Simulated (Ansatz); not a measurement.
# C2H6BFO (SMILES COB(C)F) at B2PLYP/def2-SVP

What is the energy change on altering one bond length of C2H6BFO at B2PLYP/def2-SVP? 

The calculation is run with Ansatz 0.2.0.

112 further runs of the same task are left out: 112 set aside as unsound or not needed.

## Step 1: The structure to begin with

C2H6BFO: 11 atoms, total charge 0, spin state singlet. As SMILES, `COB(C)F`. Geometry: relaxed at PBE0-D4/def2-TZVP. This is one conformer, not always the lowest.

Bond lengths: C1–O2 1.408 Å, O2–B3 1.348 Å, B3–C4 1.569 Å, B3–F5 1.335 Å, C1–H6 1.092 Å, C1–H7 1.092 Å, C1–H8 1.093 Å, C4–H9 1.094 Å, C4–H10 1.090 Å, C4–H11 1.094 Å. Some angles: C1–O2–B3 123.8°, O2–B3–C4 126.0°, O2–B3–F5 114.4°, C4–B3–F5 119.6°, O2–C1–H6 109.0°, O2–C1–H7 108.9°, O2–C1–H8 112.4°, B3–C4–H9 111.5°, B3–C4–H10 111.3°, B3–C4–H11 111.4°.

## Step 2: The energy at B2PLYP/def2-SVP

run.yaml

```yaml
crystal:
  periodic: [false, false, false]
  atoms:
    - {symbol: C, position_ang: [-1.364400, 0.711100, 0.538500]}
    - {symbol: O, position_ang: [-0.241000, 1.227800, -0.135300]}
    - {symbol: B, position_ang: [0.818600, 0.482700, -0.508900]}
    - {symbol: C, position_ang: [0.993200, -1.057900, -0.270600]}
    - {symbol: F, position_ang: [1.779200, 1.165200, -1.136000]}
    - {symbol: H, position_ang: [-1.458500, 1.207100, 1.506900]}
    - {symbol: H, position_ang: [-2.259100, 0.924300, -0.050000]}
    - {symbol: H, position_ang: [-1.294000, -0.367700, 0.698100]}
    - {symbol: H, position_ang: [0.947600, -1.307000, 0.794000]}
    - {symbol: H, position_ang: [1.947400, -1.412800, -0.660100]}
    - {symbol: H, position_ang: [0.196300, -1.629800, -0.756000]}
basis:
  gaussian:
    orbitals: def2-SVP
hamiltonian:
  xc: {name: B2PLYP}
correlation:
  frozen_orbitals: {B: 1, C: 1, F: 1, H: 0, O: 1}
accuracy: high
output: {orbitals: {seedname: orbitals}}
```

Run with:

```
$ ansatz run run.yaml --threads 1 --pin off --max-ram 3480MiB --events-out events.jsonl --progress --plain --runs-dir runs
```

Standard output:

```text
Warning: RAYON_NUM_THREADS=1 ignored (pool sized by the plan → 1); use --threads N
Functional definition: B2PLYP
  name "B2PLYP"
  parameter a = 0.53
  parameter c = 0.27
  exchange = (1 - a)*b88_x + a*exact_x
  correlation = (1 - c)*lyp_c + c*(mp2_os + mp2_ss)
2429 factors; integrals over basis functions are off by at most 8.1e-9 eV
mean field evaluation 1: about -7590.8432 eV, gradient 4.7e1 eV
mean field evaluation 2: about -7591.3586 eV, gradient 4.7e1 eV
mean field evaluation 4: about -7595.6853 eV, gradient 4.9e0 eV
mean field evaluation 8: about -7595.7444 eV, gradient 3.7e-1 eV
mean field evaluation 16: about -7595.7447 eV, gradient 7.5e-5 eV
mean field -7595.74466013 eV, -279.1384676792 hartree, gradient 6.8e-8 eV, S^2 0.000000; 0 other end points of the search recorded, 0 dependent functions left out
5 core orbitals not correlated: weight in the atoms' cores, before any rotation towards them, 1.000 or more for the frozen orbitals, at most 0.000 for the correlated occupied ones
reference -7595.74468582 eV, -279.1384686232 hartree; 15, 15 occupied and 80, 80 virtual orbitals, 2429 factors
second order -24.17585326 eV of doubles, -0.00000000 eV of singles
Total energy: -7602.27216620 eV, -279.3783491027 hartree
```

Run time: 4.8 s. Hardware: 1 thread of AMD EPYC 9R45 (Zen 5), shared host; peak memory 0.37 GiB.

## Step 3: The distorted shape, same level

molecule.yaml

```yaml
crystal:
  periodic: [false, false, false]
  atoms:
    - {symbol: C, position_ang: [-2.212106, 1.307199, 0.837389]}
    - {symbol: O, position_ang: [-1.088706, 1.823899, 0.163589]}
    - {symbol: B, position_ang: [0.818600, 0.482700, -0.508900]}
    - {symbol: C, position_ang: [0.993200, -1.057900, -0.270600]}
    - {symbol: F, position_ang: [1.779200, 1.165200, -1.136000]}
    - {symbol: H, position_ang: [-2.306206, 1.803199, 1.805789]}
    - {symbol: H, position_ang: [-3.106806, 1.520399, 0.248889]}
    - {symbol: H, position_ang: [-2.141706, 0.228399, 0.996989]}
    - {symbol: H, position_ang: [0.947600, -1.307000, 0.794000]}
    - {symbol: H, position_ang: [1.947400, -1.412800, -0.660100]}
    - {symbol: H, position_ang: [0.196300, -1.629800, -0.756000]}
basis:
  gaussian:
    orbitals: def2-SVP
hamiltonian:
  xc: {name: B2PLYP}
correlation:
  frozen_orbitals: {B: 1, C: 1, F: 1, H: 0, O: 1}
accuracy: high
output: {orbitals: {seedname: orbitals}}
```

Run with:

```
$ ansatz run molecule.yaml --threads 1 --pin off --max-ram 3480MiB --events-out events.jsonl --progress --plain --runs-dir runs
```

Standard output (excerpt; [...] marks lines left out):

```text
Warning: RAYON_NUM_THREADS=1 ignored (pool sized by the plan → 1); use --threads N
[... 2 set-up lines as earlier in the session ...]
[...]
2383 factors; integrals over basis functions are off by at most 1.0e-8 eV
[...]
mean field -7590.24803627 eV, -278.9364704780 hartree, gradient 4.0e-8 eV, S^2 0.000000; 0 other end points of the search recorded, 0 dependent functions left out; unrestricted orbitals would lower it
5 core orbitals not correlated: weight in the atoms' cores, before any rotation towards them, 1.000 or more for the frozen orbitals, at most 0.000 for the correlated occupied ones
reference -7590.24806462 eV, -278.9364715198 hartree; 15, 15 occupied and 80, 80 virtual orbitals, 2383 factors
second order -25.70780389 eV of doubles, -0.00000000 eV of singles
Total energy: -7597.18917167 eV, -279.1915524990 hartree
```

Run time: 4.8 s. Hardware: 1 thread of AMD EPYC 9R45 (Zen 5), shared host; peak memory 0.41 GiB.

## Step 4: Summary of results

At B2PLYP/def2-SVP, 5 core orbitals frozen:

| quantity | value |
| --- | --- |
| first shape: total energy | -279.37835 Eh |
| first shape: HOMO energy (SCF part's orbitals) | -10.40 eV |
| first shape: LUMO energy (SCF part's orbitals) | 2.57 eV |
| first shape: HOMO–LUMO gap (SCF part's orbitals) | 12.98 eV |
| distorted shape: total energy | -279.19155 Eh |
| distorted shape: HOMO energy (SCF part's orbitals) | -7.58 eV |
| distorted shape: LUMO energy (SCF part's orbitals) | -0.73 eV |
| distorted shape: HOMO–LUMO gap (SCF part's orbitals) | 6.84 eV |
| energy change with the O2–B3 bond stretched from 1.348 to 2.427 Å | 5.083 eV |

What this shows: With the O2–B3 bond stretched from 1.348 to 2.427 Å the energy rises by 5.08 eV (117 kcal/mol). The first shape isn't relaxed at this level, so the change isn't measured from a minimum. The restricted solution (distorted shape) is unstable to spin breaking: an unrestricted one lies lower.
